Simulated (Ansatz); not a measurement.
# FH5N2Si: the cost of one run

Method: RKS PBE0-D4/STO-3G, in Ansatz 0.2.0.

**1. The system as given**

Bond lengths: Si1–F2 1.590 Å, Si1–H3 1.460 Å, Si1–N4 1.819 Å, N4–H5 1.060 Å, N4–H6 1.060 Å, Si1–N7 1.819 Å, N7–H8 1.060 Å, N7–H9 1.060 Å. Angles: F2–Si1–H3 109.5°, F2–Si1–N4 109.5°, F2–Si1–N7 109.5°, H3–Si1–N4 109.5°, H3–Si1–N7 109.5°, N4–Si1–N7 109.5°, Si1–N4–H5 120.0°, Si1–N4–H6 120.0°, H5–N4–H6 120.0°, Si1–N7–H8 120.0°, Si1–N7–H9 120.0°, H8–N7–H9 120.0°.

Structure file:

```xyz
9

Si    0.0000    0.0000    0.0000
F     0.0000    0.0000    1.5900
H     1.3768    0.0000   -0.4862
N    -0.8572    1.4851   -0.6061
H    -1.8773    1.4300   -0.8888
H    -0.3367    2.4058   -0.6766
N    -0.8572   -1.4851   -0.6061
H    -1.3922   -2.1014    0.0704
H    -0.8219   -1.7344   -1.6357
```

**2. Relaxing the start**

Contents of input.yaml:

```yaml
crystal:
  periodic: [false, false, false]
  atoms:
    - { symbol: Si, position_ang: [0.0, 0.0, 0.0] }
    - { symbol: F, position_ang: [0.0, 0.0, 1.59] }
    - { symbol: H, position_ang: [1.3768, 0.0, -0.4862] }
    - { symbol: "N", position_ang: [-0.8572, 1.4851, -0.6061] }
    - { symbol: H, position_ang: [-1.8773, 1.43, -0.8888] }
    - { symbol: H, position_ang: [-0.3367, 2.4058, -0.6766] }
    - { symbol: "N", position_ang: [-0.8572, -1.4851, -0.6061] }
    - { symbol: H, position_ang: [-1.3922, -2.1014, 0.0704] }
    - { symbol: H, position_ang: [-0.8219, -1.7344, -1.6357] }
basis:
  gaussian: { orbitals: STO-3G }
hamiltonian:
  xc: pbe0
  dispersion: d4
relax:
  f_tol: 0.02
  max_steps: 40
output:
  orbitals: {}
```

The run is started by

```console
$ ansatz run input.yaml --threads 1 --pin off --max-ram 2048MiB --backend cpu --events-out ev --progress --plain --runs-dir out
```

**Question.** How long does this run take on 1 thread of Arm Neoverse V1, shared host, and how much memory does it need?

About 25 s, with a peak of 0.12 GiB.
